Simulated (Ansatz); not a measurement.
# YSi₂: a line through a two-coordinate scan

One line of a two-coordinate grid on YSi₂ (P6/mmm, No. 191; 3 atoms in the cell): c/a of the conventional cell is varied, at volume per atom = 16.36 Å³.

Program: Ansatz 0.2.0. Level of theory: DFT PBEsol, scalar-relativistic, plane waves, PAW. These are calculated values, not measurements.

**1. The system as given**

It takes space group P6/mmm (No. 191, hexagonal). The conventional cell has a = 4.062 Å, b = 4.062 Å, c = 3.902 Å, α = 90.00°, β = 90.00°, γ = 120.00°. Y (site symmetry 6/mmm) has 12 Si at 3.05 Å as nearest neighbours. Si (site symmetry -6m2) is surrounded by 3 Si at 2.35 Å and 6 Y at 3.05 Å.

As a file:

```cif
data_structure
_symmetry_space_group_name_H-M 'P6/mmm'
_symmetry_Int_Tables_number 191
_cell_length_a 4.0625
_cell_length_b 4.0625
_cell_length_c 3.9024
_cell_angle_alpha 90.000
_cell_angle_beta 90.000
_cell_angle_gamma 120.000
_cell_volume 55.78
loop_
_atom_site_label
_atom_site_type_symbol
_atom_site_symmetry_multiplicity
_atom_site_Wyckoff_symbol
_atom_site_fract_x
_atom_site_fract_y
_atom_site_fract_z
_atom_site_occupancy
Y1 Y 1 a 0.00000 0.00000 0.00000 1
Si1 Si 2 d 0.33333 0.66667 0.50000 1
```

It is the result of an earlier relaxation at this level (volume 18.59 Å³/atom; gap on the mesh: none (metal)).

**2. The scan**

The energy is mapped over volume and the cell's shape.

First coordinate, volume per atom: 9 values from 15.62 to 21.57 Å³. Second coordinate, c/a of the conventional cell: 9 values from 0.852 to 1.084.

Nothing else is relaxed (symmetry fixes all fractional coordinates). Energies count from the relaxed crystal. Points are written as (first, second).

**3. Point (16.36 Å³, 0.852)**

The input, input.yaml:

```yaml
crystal:
  lattice:
    - [4.0526453981, 0.0, 0.0]
    - [-2.026322699, 3.5096938673, 0.0]
    - [0.0, 0.0, 3.4508275564]
  atoms:
    - { symbol: "Y", position: [0.0, 0.0, 0.0] }
    - { symbol: Si, position: [0.3333333333, 0.6666666667, 0.5] }
    - { symbol: Si, position: [0.6666666667, 0.3333333333, 0.5] }
basis:
  ecutwfc: 420
kpoints:
  mp_grid: { grid: [12, 12, 12] }
hamiltonian:
  xc: pbesol
scf:
  occupations: { method: methfessel_paxton, width: 0.35 }
output:
  forces: true
  stress: true
  eigenvalues: true
```

Launch:

```bash
ansatz run input.yaml --threads 1 --pin off --max-ram 2048MiB --backend cpu --events-out ev --progress --plain --runs-dir out
```

Further runs follow: the other points of the line.

Before running it: what results should come out? Wanted: for each run, c/a of the conventional cell; energy; slope; pressure.

The runs gave:

```
c/a of the conventional cell  step  energy (meV/atom)  slope (meV/atom per unit)  pressure (GPa)
                       0.852     3                126                       −829            13.3
                       0.877     4                108                       −526            13.9
                       0.904     5                 98                       −257            14.5
                       0.932     6                 94                         −2            15.1
                       0.961     7                 98                        273            15.9
                       0.990     8                110                        556            16.7
                       1.020     9                132                        860            17.8
                       1.052    10                163                       1183            19.1
                       1.084     –                207                       1519            20.6
```

Energies count from the relaxed crystal. Rows without a step come from runs not printed here or follow by symmetry. Slopes come from the forces and the stress, not from differences of energies.

The lowest point of the line is at 0.932, 94 meV/atom from the zero. Energies and slopes round the minimum, fitted together, put the minimum at 0.9324, with a curvature of about 9500 meV/atom per (unit)². The highest point, at 1.084, lies 113 meV/atom above the lowest. This is one cut through a surface in two coordinates; the map's lowest point lies off it.
